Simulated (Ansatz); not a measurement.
# La (Lanthanum): properties at the relaxed cell

One table from this session's results is given with a row withheld; the runs are named, their logs left out.

Method: DFT PBE, scalar-relativistic, plane waves, PAW, in Ansatz 0.2.0.

1 further run of the same task is left out (set aside as unsound or not needed).

### The system as given

It takes space group P6_3/mmc (No. 194, hexagonal). Conventional cell: a = 3.771 Å, b = 3.771 Å, c = 6.110 Å, α = 90.00°, β = 90.00°, γ = 120.00°. La (site symmetry -6m2) has 12 La at 3.75 to 3.77 Å as nearest neighbours.

Coordinates:

```cif
data_structure
_symmetry_space_group_name_H-M 'P6_3/mmc'
_symmetry_Int_Tables_number 194
_cell_length_a 3.7713
_cell_length_b 3.7713
_cell_length_c 6.1099
_cell_angle_alpha 90.000
_cell_angle_beta 90.000
_cell_angle_gamma 120.000
_cell_volume 75.26
loop_
_atom_site_label
_atom_site_type_symbol
_atom_site_symmetry_multiplicity
_atom_site_Wyckoff_symbol
_atom_site_fract_x
_atom_site_fract_y
_atom_site_fract_z
_atom_site_occupancy
La1 La 2 c 0.33333 0.66667 0.25000 1
```

This cell was relaxed beforehand with the same method: volume 37.63 Å³/atom, gap on the mesh none (metal).

The first run:

input.yaml reads:

```yaml
crystal:
  lattice:
    - [3.7712918038, 0.0, 0.0]
    - [-1.8856459019, 3.2660345072, 0.0]
    - [0.0, 0.0, 6.1098724239]
  atoms:
    - { symbol: La, position: [0.3333333333, 0.6666666667, 0.25] }
    - { symbol: La, position: [0.6666666667, 0.3333333333, 0.75] }
basis:
  ecutwfc: 420
kpoints:
  mp_grid: { grid: [15, 15, 8] }
  band_path:
    path:
      - [[0.0, 0.0, 0.0], [0.5, 0.0, 0.0], [0.33333333, 0.33333333, 0.0], [0.0, 0.0, 0.0], [0.0, 0.0, 0.5], [0.5, 0.0, 0.5], [0.33333333, 0.33333333, 0.5], [0.0, 0.0, 0.5]]
      - [[0.5, 0.0, 0.5], [0.5, 0.0, 0.0]]
      - [[0.33333333, 0.33333333, 0.5], [0.33333333, 0.33333333, 0.0]]
    npoints: 14
hamiltonian:
  xc: pbe
scf:
  occupations: { method: gaussian, width: 0.1 }
  n_extra_bands: 6
output:
  forces: true
  stress: true
  eigenvalues: true
  populations: true
  dos: { projected: true, de: 0.02, nscf_kmesh: { grid: [23, 23, 12] } }
  bader: true
  write_density: true
  write_potential: true
  elf: true
  volumetric_format: npy
```

Launch:

```console
$ ansatz run input.yaml --threads 1 --pin off --max-ram 2560MiB --backend cpu --events-out ev --progress --plain --runs-dir out
```

Among the steps run: Electronic structure at the relaxed geometry; The cell as listed, for comparison; Volume × 0.97; The cell scaled to 1.03 of its volume; Point at V/V0 = 0.94; Point at V/V0 = 1.06; The cell scaled to 0.91 of its volume; Point at V/V0 = 1.10; The cell scaled to 0.88 of its volume.

One of the session's tables, all rows but one given; the rest of the session is left out.

It belongs to the step «Energy against volume». 

| volume (Å³/atom) | energy above the lowest point (meV/atom) | pressure (GPa) |
| --- | --- | --- |
| 33.113 | 47.7 | 3.71 |
| 34.242 | ? | ? |
| 35.370 | 10.9 | 1.66 |
| 36.499 | 2.6 | 0.81 |
| 37.628 | 0.0 | 0.00 |
| 38.757 | 2.8 | -0.73 |
| 39.886 | 10.3 | -1.37 |
| 41.391 | 27.2 | -2.16 |

**Question.** Estimate the row for volume (Å³/atom) = 34.242.

Worked estimate for «energy above the lowest point (meV/atom)». A straight line through the neighbours (33.113, 47.7) and (35.370, 10.9) gives 47.7 + (10.9 − 47.7) × (34.242 − 33.113) / (35.370 − 33.113) = 29.3; a parabola fitted to 3 rows on both sides gives 25.9.

**Answer.** energy above the lowest point (meV/atom): 25.7; pressure (GPa): 2.64. In «energy above the lowest point (meV/atom)» the line misses by +3.6 and the parabola by +0.2.
